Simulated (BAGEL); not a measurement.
# C2H6Se (dimethyl selenide): HF/3-21G (density fitting with qzvpp-jkfit)

Aim: the vertical singlet–triplet gap of C2H6Se (dimethyl selenide) at HF/3-21G (density fitting with qzvpp-jkfit), from 2 runs. 

The calculation is run with BAGEL 1.2.2.

8 further runs of the same task are left out: 4 that didn't finish, 4 set aside as unsound or not needed. Runs told in other sessions of the task aren't counted.

**1. The molecule**

C2H6Se has 9 atoms, charge 0, and is taken as a singlet. As SMILES, `C[Se]C`. The coordinates come from a PBE0-D4/def2-TZVP relaxation.

Bond lengths: C1–Se2 1.940 Å, Se2–C3 1.940 Å, C1–H4 1.090 Å, C1–H5 1.089 Å, C1–H6 1.090 Å, C3–H7 1.090 Å, C3–H8 1.090 Å, C3–H9 1.089 Å. Some angles: C1–Se2–C3 96.9°, Se2–C1–H4 110.4°, Se2–C1–H5 107.0°, Se2–C1–H6 110.4°, Se2–C3–H7 110.4°, Se2–C3–H8 110.4°, Se2–C3–H9 107.0°, H4–C1–H5 109.3°, H4–C1–H6 110.4°, H5–C1–H6 109.3°.

**2. The energy at HF/3-21G (density fitting with qzvpp-jkfit)**

Input file input.json:

```json
{ "bagel": [

{
  "title": "molecule",
  "basis": "3-21g",
  "df_basis": "qzvpp-jkfit",
  "angstrom": true,
  "geometry": [
    { "atom": "C", "xyz": [      -0.594400,       0.668400,      -1.138000 ] },
    { "atom": "Se", "xyz": [       1.137100,       0.569700,      -0.268200 ] },
    { "atom": "C", "xyz": [       0.625700,      -0.672800,       1.131400 ] },
    { "atom": "H", "xyz": [      -0.892600,      -0.313800,      -1.503200 ] },
    { "atom": "H", "xyz": [      -0.489400,       1.349300,      -1.982000 ] },
    { "atom": "H", "xyz": [      -1.343000,       1.060700,      -0.450400 ] },
    { "atom": "H", "xyz": [      -0.158200,      -0.242200,       1.753800 ] },
    { "atom": "H", "xyz": [       0.291600,      -1.615500,       0.699100 ] },
    { "atom": "H", "xyz": [       1.511500,      -0.850200,       1.740300 ] }
  ]
},

{
  "title": "hf"
},

{
  "title": "print",
  "file": "orbitals.molden",
  "orbitals": true
}

]}
```

On the command line:

```console
$ BAGEL_NUM_THREADS=1 BAGEL input.json > input.out
```

The log of the run:

```text
* using 1 threads per process

  ===============================================================
  ===============================================================

  *** Geometry ***

  { "atom" : "C", "xyz" : [     -1.123253,      1.263093,     -2.150508 ] },
  { "atom" : "Se", "xyz" : [      2.148808,      1.076577,     -0.506825 ] },
  { "atom" : "C", "xyz" : [      1.182402,     -1.271408,      2.138036 ] },
  { "atom" : "H", "xyz" : [     -1.686770,     -0.592996,     -2.840636 ] },
  { "atom" : "H", "xyz" : [     -0.924832,      2.549807,     -3.745437 ] },
  { "atom" : "H", "xyz" : [     -2.537902,      2.004433,     -0.851133 ] },
  { "atom" : "H", "xyz" : [     -0.298955,     -0.457692,      3.314202 ] },
  { "atom" : "H", "xyz" : [      0.551044,     -3.052853,      1.321108 ] },
  { "atom" : "H", "xyz" : [      2.856321,     -1.606645,      3.288690 ] },

  Number of auxiliary basis functions:      524

  Since a DF basis is specified, we compute 2- and 3-index integrals:
    o Being stored without compression. Storage requirement is 0.011 GB

  Number of basis functions:       52
  Number of electrons      :       52

    * METHOD: MOLECULE                             0.43

  *** RHF ***

  === Nuclear Repulsion ===
   187.0688995573

      * DIIS with orbital gradients will be used.

  === RHF iteration (3-21g) ===
      0      -2467.23477860          0.01229475           0.09
      1      -2467.26797328          0.00308468           0.08
      2      -2467.27058029          0.00121477           0.08
      3      -2467.27091372          0.00007686           0.07
      4      -2467.27091803          0.00001413           0.06
      5      -2467.27091819          0.00000309           0.06
      6      -2467.27091820          0.00000089           0.06
      7      -2467.27091820          0.00000007           0.06
      8      -2467.27091820          0.00000002           0.06
      9      -2467.27091820          0.00000001           0.06
    * SCF iteration converged.

    * Permanent dipole moment:
           (    0.494270,     0.252018,    -0.116747) a.u.

    * METHOD: HF                                   0.97

    * METHOD: PRINT                                0.01

  ===============================================================
```

Wall time 1.8 s (1 thread of Intel Xeon Platinum 8259CL at 2.50GHz (Skylake/Cascade Lake), shared host); peak memory 0.11 GiB.

**3. The triplet, same level**

Input file input.json:

```json
{ "bagel" : [

{
  "title" : "molecule",
  "basis" : "3-21g",
  "df_basis" : "qzvpp-jkfit",
  "angstrom" : true,
  "geometry" : [
    { "atom" : "C", "xyz" : [      -0.594400,       0.668400,      -1.138000 ] },
    { "atom" : "Se", "xyz" : [       1.137100,       0.569700,      -0.268200 ] },
    { "atom" : "C", "xyz" : [       0.625700,      -0.672800,       1.131400 ] },
    { "atom" : "H", "xyz" : [      -0.892600,      -0.313800,      -1.503200 ] },
    { "atom" : "H", "xyz" : [      -0.489400,       1.349300,      -1.982000 ] },
    { "atom" : "H", "xyz" : [      -1.343000,       1.060700,      -0.450400 ] },
    { "atom" : "H", "xyz" : [      -0.158200,      -0.242200,       1.753800 ] },
    { "atom" : "H", "xyz" : [       0.291600,      -1.615500,       0.699100 ] },
    { "atom" : "H", "xyz" : [       1.511500,      -0.850200,       1.740300 ] }
  ]
},

{
  "title" : "uhf",
  "nopen" : 2
},

{
  "title" : "print",
  "file" : "orbitals.molden",
  "orbitals" : true
}

]}
```

On the command line:

```console
$ BAGEL_NUM_THREADS=1 BAGEL input.json > input.out
```

The log of the run:

```text
* using 1 threads per process

  ===============================================================
  ===============================================================

  *** Geometry ***

  { "atom" : "C", "xyz" : [     -1.123253,      1.263093,     -2.150508 ] },
  { "atom" : "Se", "xyz" : [      2.148808,      1.076577,     -0.506825 ] },
  { "atom" : "C", "xyz" : [      1.182402,     -1.271408,      2.138036 ] },
  { "atom" : "H", "xyz" : [     -1.686770,     -0.592996,     -2.840636 ] },
  { "atom" : "H", "xyz" : [     -0.924832,      2.549807,     -3.745437 ] },
  { "atom" : "H", "xyz" : [     -2.537902,      2.004433,     -0.851133 ] },
  { "atom" : "H", "xyz" : [     -0.298955,     -0.457692,      3.314202 ] },
  { "atom" : "H", "xyz" : [      0.551044,     -3.052853,      1.321108 ] },
  { "atom" : "H", "xyz" : [      2.856321,     -1.606645,      3.288690 ] },

  Number of auxiliary basis functions:      524

  Since a DF basis is specified, we compute 2- and 3-index integrals:
    o Being stored without compression. Storage requirement is 0.011 GB

  Number of basis functions:       52
  Number of electrons      :       52

    * METHOD: MOLECULE                             0.42

  *** Open-shell HF ***

  === Nuclear Repulsion ===
   187.0688995573

      * DIIS with orbital gradients will be used.

  === UHF iteration (3-21g) ===
      0      -2467.02915611          0.02786218           0.17
      1      -2467.08343239          0.00835367           0.14
      2      -2467.09016705          0.00398954           0.12
      3      -2467.09136908          0.00078053           0.12
      4      -2467.09167712          0.00013899           0.12
      5      -2467.09172164          0.00005050           0.12
      6      -2467.09173338          0.00002889           0.12
      7      -2467.09173917          0.00001036           0.12
      8      -2467.09173980          0.00000302           0.12
      9      -2467.09173984          0.00000087           0.14
     10      -2467.09173985          0.00000035           0.12
     11      -2467.09173985          0.00000018           0.12
     12      -2467.09173985          0.00000016           0.12
     13      -2467.09173985          0.00000014           0.11
     14      -2467.09173985          0.00000014           0.11
     15      -2467.09173985          0.00000015           0.12
     16      -2467.09173985          0.00000010           0.24
     17      -2467.09173985          0.00000003           0.33
     18      -2467.09173985          0.00000001           0.34
     19      -2467.09173985          0.00000000           0.33
    * SCF iteration converged.

    * S^2 (UHF) is 2.0138

    * Permanent dipole moment:
           (    0.306110,     0.156439,    -0.072978) a.u.

    * METHOD: UHF                                  3.51

    * METHOD: PRINT                                0.02

  ===============================================================
```

Wall time 4.5 s (1 thread of Intel Xeon Platinum 8259CL at 2.50GHz (Skylake/Cascade Lake), shared host); peak memory 0.11 GiB.

**4. Results**

Level: HF/3-21G (density fitting with qzvpp-jkfit).

| quantity | value |
| --- | --- |
| singlet: total energy | -2467.27092 Eh |
| singlet: dipole moment | 1.44 D |
| singlet: HOMO energy | -8.47 eV |
| singlet: LUMO energy | 4.96 eV |
| singlet: HOMO–LUMO gap | 13.43 eV |
| triplet: total energy | -2467.09174 Eh |
| triplet: dipole moment | 0.89 D |
| triplet: ⟨S²⟩ | 2.014 |
| vertical energy of the triplet above the singlet | 4.876 eV |

At this shape the triplet lies 4.88 eV (112 kcal/mol) above the singlet.
